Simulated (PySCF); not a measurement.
# C8H10O: geometry, NMR shifts, electronic excitations and core binding energies

What NMR shifts, electronic excitations and core binding energies should C8H10O (`COCc1ccccc1`) show?

The runs use PySCF 2.14.0, with density-fitted response routines of our own; the level of theory stands in each step. All values are computed, except where a source is named. Atoms count from 0, in the outputs and in this text.

## 1. The starting structure

19 atoms, charge 0, multiplicity 1; geometry from: GFN2-xTB.

Bonds of the start (Å): C0–O1 1.40, O1–C2 1.41, C2–C3 1.51, C3–C4 1.39, C4–C5 1.38, C5–C6 1.38, C6–C7 1.39, C7–C8 1.38, C8–C3 1.39, C0–H9 1.10, C0–H10 1.10, C0–H11 1.09, C2–H12 1.10, C2–H13 1.10, C4–H14 1.08, C5–H15 1.08, C6–H16 1.08, C7–H17 1.08, C8–H18 1.08.

## 2. Geometry optimisation at PBE0-D3(BJ)/def2-SVP

Job settings and geometry (Å):

```
{"job": {"xc": "PBE0", "basis": "def2-SVP", "d3": "d3bj", "grid": 1, "kind": "geom"}, "charge": 0, "multiplicity": 1}
C     -2.536719    -0.182280     0.822132
O     -1.961202    -1.354164     0.303204
C     -1.118207    -1.117505    -0.803928
C      0.136361    -0.355145    -0.448972
C      0.556238     0.731178    -1.203448
C      1.707167     1.419547    -0.859717
C      2.443050     1.033426     0.247066
C      2.023759    -0.043462     1.010733
C      0.878765    -0.736098     0.662472
H     -3.158246     0.318706     0.068829
H     -1.773145     0.521551     1.172938
H     -3.159212    -0.488478     1.660123
H     -0.855794    -2.113453    -1.176324
H     -1.669403    -0.583681    -1.593887
H     -0.019679     1.040293    -2.064685
H      2.025453     2.263453    -1.454217
H      3.338743     1.573462     0.516691
H      2.591962    -0.344435     1.878692
H      0.540305    -1.573665     1.254838
```

**Question.** This job is followed by: GIAO PBE0/pcSseg-1 NMR shielding, non-relativistic, gas phase; TDDFT wB97X-D/def2-SVPD, vertical, gas phase, core orbitals frozen in the response; GIAO B3LYP/pcSseg-1 NMR shielding, non-relativistic, gas phase; delta-SCF UKS SCAN, pcX-2 on the ionised atom, pcseg-1 elsewhere, spin-free X2C. Predict these results of the whole session: point group; rotational constants (main isotopes); ¹³C shifts against TMS (PBE0/pcSseg-1, means over atoms taken as alike); ¹H shifts against TMS (PBE0/pcSseg-1, means over atoms taken as alike); ¹⁷O shifts against H2O (PBE0/pcSseg-1); lowest singlet (wB97X-D/def2-SVPD); brightest single state of those computed; lowest triplet; vertical ionisation energy (ΔSCF); C1s binding energies, SCAN/pcX-2; O1s binding energies, SCAN/pcX-2; range of the shift of O1.

**Answer**, as computed:

```
                                                               quantity                                                                value
                                                            point group                                                                   C1
                                   rotational constants (main isotopes)                                                 3.65, 1.06, 0.94 GHz
¹³C shifts against TMS (PBE0/pcSseg-1, means over atoms taken as alike)                           145.0, 134.0, 133.1, 132.7, 75.9, 56.5 ppm
 ¹H shifts against TMS (PBE0/pcSseg-1, means over atoms taken as alike)                                     7.49, 7.47, 7.38, 4.42, 3.09 ppm
                                 ¹⁷O shifts against H2O (PBE0/pcSseg-1)                                                             21.6 ppm
                                     lowest singlet (wB97X-D/def2-SVPD)                                          5.41 eV (229 nm), f = 0.000
                               brightest single state of those computed                                          state 5, 7.01 eV, f = 0.711
                                                         lowest triplet                                                              4.16 eV
                                      vertical ionisation energy (ΔSCF)                                                              9.00 eV
                                       C1s binding energies, SCAN/pcX-2  C2 292.01, C0 292.00, C3 290.20, C5 290.20, C4 290.14, C6 290.13 eV
                                       O1s binding energies, SCAN/pcX-2                                                         O1 538.28 eV
                                               range of the shift of O1                                                     21.6 to 28.8 ppm
```

**Reading.** Relaxing lowered the energy by 0.051 eV in 4 steps; the close pair that moved most is O1–C2, from 1.412 to 1.398 Å. No frequency check was run at this level, so the end point may be a saddle. The lowest singlet, at 5.41 eV, is HOMO→LUMO+1 0.42, HOMO−1→LUMO 0.36 and is dark; of the 10 states computed, the strongest absorption comes from state 5 at 7.01 eV. The lowest triplet lies 1.26 eV below the lowest singlet (triplets in Tamm-Dancoff, singlets in full TDDFT). The orbital energy would give 8.92 eV for ionisation, ΔSCF gives 9.00 eV. C2 (sp3 CH2 bonded to O, on an aromatic ring) binds its C1s electron 1.88 eV more tightly than C6 (aromatic CH). Across the 2 runs the shift of O1 moves most, between 21.6 (PBE0/pcSseg-1) and 28.8 ppm (B3LYP/pcSseg-1).
